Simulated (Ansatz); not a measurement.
# BClFHO: the cost of one run

Computed with the Python package of Ansatz 0.2.0. Level of theory: r2SCAN0/6-31G*.

**1. Starting point**

Bond lengths: O1–B2 1.429 Å, B2–F3 1.418 Å, B2–Cl4 1.784 Å, O1–H5 1.000 Å. Angles: O1–B2–F3 118.4°, O1–B2–Cl4 122.7°, F3–B2–Cl4 118.9°, B2–O1–H5 106.3°.

bclfho.xyz, read by the script:

```xyz
5

O     0.09250    1.01310    0.49690
B    -0.09540   -0.34750    0.10270
F     0.80560   -1.32360    0.59950
Cl   -1.38860   -0.85760   -1.01510
H     0.63580    1.44200   -0.22540
```

**2. The script**

tae_bclfho.py reads:

```python
"""Energy to split BClFHO into its atoms."""

from collections import Counter

import ansatz

config = {
    "basis": "6-31G*",
    "xc": "r2scan0",
}


def energy_of(molecule, charge=0, unpaired=0):
    calc = (
        molecule.calculation()
        .basis(gaussian=config["basis"])
        .functional(config["xc"])
    )
    if charge:
        calc = calc.charge(charge)
    if unpaired:
        calc = calc.spin("collinear", total=unpaired)
    report = calc.run().report
    if report["published_state_doubts"]:
        print("  doubts:", report["published_state_doubts"])
    return report["free_energy_ev"]


def main() -> None:
    mol = ansatz.Crystal.molecule_from_extxyz("bclfho.xyz")

    # unpaired electrons of the ground-state atoms
    unpaired = {"O": 2, "B": 1, "F": 1, "Cl": 1, "H": 1}
    counts = Counter(site.symbol for site in mol.cartesian_sites)
    atom_energy = {s: energy_of(ansatz.Crystal.molecule().atom(s, (0, 0, 0)), 0, unpaired[s]) for s in counts}
    whole = energy_of(mol, 0, 0)
    for s, e in atom_energy.items():
        print(f"{s:2s} x{counts[s]}  {e:14.5f} eV")
    print(f"BClFHO: {whole:.5f} eV")
    split = sum(counts[s] * e for s, e in atom_energy.items()) - whole
    print(f"atomisation energy (no zero-point term): {96.485332 * split:.1f} kJ/mol, {split / sum(counts.values()):.3f} eV an atom")


if __name__ == "__main__":
    main()
```

**3. The calls as engine input**

The package turns the script's settings into the engine's input (first run):

```yaml
crystal:
  periodic: [false, false, false]
  atoms:
    - { symbol: O, position_ang: [0.0, 0.0, 0.0] }
basis:
  gaussian:
    orbitals: "6-31G*"
hamiltonian:
  xc: r2scan0
magnetization:
  spin_polarized: true
  initial_magnetization: 2.0
```

**4. The run**

Run with:

```sh
$ python tae_bclfho.py
```

What time and memory should one allow on 1 thread of Arm Neoverse V1, shared host?

About 6 s, with a peak of 0.18 GiB.
